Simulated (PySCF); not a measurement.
Runs of PySCF 2.14.0 on NAlBrH3. The cell holds a molecule in a box, 6 atoms: a = 12.000 Å, b = 13.000 Å, c = 13.000 Å, α = 90.00°, β = 90.00°, γ = 90.00°. 

```csv
task,level,frozen core bands,conv_tol,grid for exchange and correlation,three-body dispersion term,exxdiv,gap on the mesh (eV)
atomic charges,PBE0+D4,-,1e-07 Ha,"Becke, atom-centred",yes,ewald,7.17
atomic charges,HSE06+D3(BJ),-,1e-07 Ha,"Becke, atom-centred",no,ewald,6.37
excitation energies (Tamm-Dancoff),PBE0,15,1e-08 Ha,"Becke, atom-centred",-,ewald,7.17
atomic charges,SVWN5,-,1e-07 Ha,"Becke, atom-centred",-,-,4.96
CCSD(T) correlation energy,HF,15,1e-08 Ha,-,-,ewald,13.27
atomic charges,r2SCAN50+D4,-,1e-07 Ha,"Becke, atom-centred",yes,ewald,(a)
```

Alike in all rows: potentials or basis 6-31g* (all-electron); no spin polarisation; cell as given; k mesh 1 × 1 × 1; smearing fixed.

**Question.** Fill in the values left out.

**Answer.** (a) 9.52.

Caveats: this is a molecule in a periodic box at the Γ point, so its band gap is the HOMO-LUMO gap; relativity is left out, which matters for the heavier elements; the basis of atomic orbitals isn't converged, which shifts pressures, moduli and gaps; the basis is small and the box finite, so much correlation energy is missing and levels can be off by tenths of an eV (some runs); this program's HSE differs a little from the usual definition (some runs); the iterative solver can pass over a root and still report convergence (some runs).

A k mesh can miss the band edges, and the runs leave out spin-orbit coupling on Br.

Not every run made on this cell is shown here.
